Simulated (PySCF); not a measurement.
# C9H10OS (4'-(methylthio)acetophenone): the cost of one run

Programs: PySCF 2.14.0, with routines of our own; each step states its level. All values are computed. Atoms count from 0.

## 1. The system as given

21 atoms, charge 0, multiplicity 1; geometry from: GFN2-xTB.

## 2. Relaxing the molecule at PBE0-D3(BJ)/def2-SVP

Job settings and geometry (Å):

```
{"job": {"xc": "PBE0", "basis": "def2-SVP", "d3": "d3bj", "grid": 2, "kind": "geom"}, "charge": 0, "multiplicity": 1}
C      4.114809    -0.127325     0.465899
S      2.931239    -1.499109     0.351412
C      1.367463    -0.706117     0.214169
C      0.253943    -1.543411     0.123524
C     -1.012624    -1.016702     0.008802
C     -1.202687     0.367129    -0.026179
C     -2.526909     1.014829    -0.167622
C     -3.736241     0.111246    -0.200527
O     -2.634823     2.219642    -0.253011
C     -0.080804     1.192141     0.068378
C      1.190170     0.672832     0.190886
H      3.906289     0.468597     1.349515
H      5.092159    -0.591068     0.557503
H      4.076569     0.474480    -0.437183
H      0.404367    -2.612538     0.142635
H     -1.851574    -1.690982    -0.058155
H     -3.680509    -0.560309    -1.054468
H     -3.783967    -0.482901     0.709153
H     -4.633363     0.719540    -0.281670
H     -0.231893     2.261217     0.043012
H      2.029464     1.345753     0.263818
```

Command:

```bash
$ OMP_NUM_THREADS=1 python excited_run.py task.json out
```

The driver reads the jobs from task.json and runs them one after another.

Q: Estimate the wall time and peak memory of this first job on 1 thread of Arm Neoverse V1, shared host.

About 2.5 min, with a peak of 0.98 GiB.
